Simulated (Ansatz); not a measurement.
# C₃H₆BBr: one species, many methods

How much do the methods differ for C₃H₆BBr? The plan is to run it at one geometry with functionals of several rungs and with coupled cluster. The yardstick is the atomisation energy at the CCSD(T) limit.

Method: functionals in def2-TZVPP, the program's frozen cores in correlated methods; program: Ansatz 0.2.0, Gaussian basis.

The runs, in order: PBE-D4, r2SCAN-D4, PBE0-D4, B3LYP-D4, ωB97X-V, ωB97M-V, B2PLYP; CCSD(T)/def2-TZVPP; MP2/def2-QZVPP; extrapolation to the limit.

## 1. Structure used throughout

An earlier PBE0-D4 in a triple-zeta def2 set relaxation fixed the geometry.

11 atoms, charge 0, spin multiplicity 1.

Atoms are counted from 1 here; the program's logs count them from 0.

Bond lengths: C1–B2 1.559 Å, C1–H6 1.097 Å, C1–H7 1.097 Å, C1–H8 1.091 Å, B2–C3 1.546 Å, B2–H9 1.201 Å, C3–C4 1.332 Å, C3–H10 1.087 Å, C4–Br5 1.876 Å, C4–H11 1.083 Å. Angles: B2–C1–H6 109.1°, B2–C1–H7 109.0°, B2–C1–H8 117.2°, H6–C1–H7 104.4°, H6–C1–H8 108.2°, H7–C1–H8 108.1°, C1–B2–C3 125.3°, C1–B2–H9 117.6°, C3–B2–H9 117.1°, B2–C3–C4 121.0°, B2–C3–H10 121.0°, C4–C3–H10 118.0°, C3–C4–Br5 124.4°, C3–C4–H11 123.9°, Br5–C4–H11 111.7°.

## 2. PBE-D4 (GGA)

Input file in.yaml:

```yaml
crystal:
  periodic: [false, false, false]
  atoms:
    - {symbol: C, position_ang: [-1.292937, -0.203508, 0.909925]}
    - {symbol: B, position_ang: [0.153117, 0.379562, 0.899633]}
    - {symbol: C, position_ang: [1.124495, 0.339764, -0.302463]}
    - {symbol: C, position_ang: [0.768272, -0.225793, -1.454278]}
    - {symbol: Br, position_ang: [1.868381, -0.327686, -2.970664]}
    - {symbol: H, position_ang: [-1.384468, -0.923802, 1.732119]}
    - {symbol: H, position_ang: [-1.998262, 0.596502, 1.167129]}
    - {symbol: H, position_ang: [-1.643784, -0.684350, -0.004767]}
    - {symbol: H, position_ang: [0.548128, 0.904523, 1.905518]}
    - {symbol: H, position_ang: [2.119048, 0.772264, -0.232560]}
    - {symbol: H, position_ang: [-0.196691, -0.684474, -1.629090]}
basis:
  gaussian: {orbitals: def2-TZVPP}
hamiltonian: {xc: pbe, dispersion: d4}
output: {forces: true, orbitals: {seedname: orbitals}}
```

On the command line:

```bash
> ansatz run in.yaml --threads 4 --pin off --events-out ev --progress --plain --max-ram 10444MiB
```

Further steps of the session: r2SCAN-D4 (meta-GGA); PBE0-D4 (hybrid); B3LYP-D4 (hybrid); ωB97X-V (range-separated); ωB97M-V (range-separated); B2PLYP (double hybrid); CCSD(T) in def2-TZVPP; MP2 in def2-QZVPP.

**Question.** What will the summary of the whole plan be? Wanted: atomisation energy, CCSD(T)/CBS; farthest; mean size of error, hybrid; mean size of error, range-separated; gap, smallest and largest; T1 diagnostic; triples share of the correlation energy.

The runs gave:

| quantity | value |
| --- | --- |
| atomisation energy, CCSD(T)/CBS | 4238.0 kJ/mol |
| functionals within 42.4 kJ/mol (1.0 %) | B3LYP-D4, ωB97X-V, ωB97M-V, B2PLYP |
| farthest | PBE-D4 (+121.9 kJ/mol) |
| mean size of error, hybrid | 39.2 kJ/mol |
| mean size of error, range-separated | 12.2 kJ/mol |
| gap, smallest and largest | 3.76 eV (PBE-D4), 10.07 eV (ωB97X-V) |
| T1 diagnostic | 0.0100 |
| triples share of the correlation energy | 4.0 % |

What this shows: PBE-D4 misses by +121.9 kJ/mol. Double hybrids carry the basis error of their MP2 part in triple zeta, and no dispersion term here, so their miss is partly the set-up's. The reference freezes the cores and leaves out relativity and excitations past (T), and its outer-core shells are covered unevenly, so misses under about 42.4 kJ/mol can't be ranked. All levels share the lack of spin-orbit coupling, which lowers the free heavy atoms and so the true binding. Hartree-Fock recovers 76 % of the binding; the rest is correlation. The gap grows from 3.8 to 10.1 eV across the functionals, mostly with the share of exact exchange. The restricted reference is unstable towards a spin-broken one. Correlated methods include outer-core shells of Br, which these sets cover unevenly.
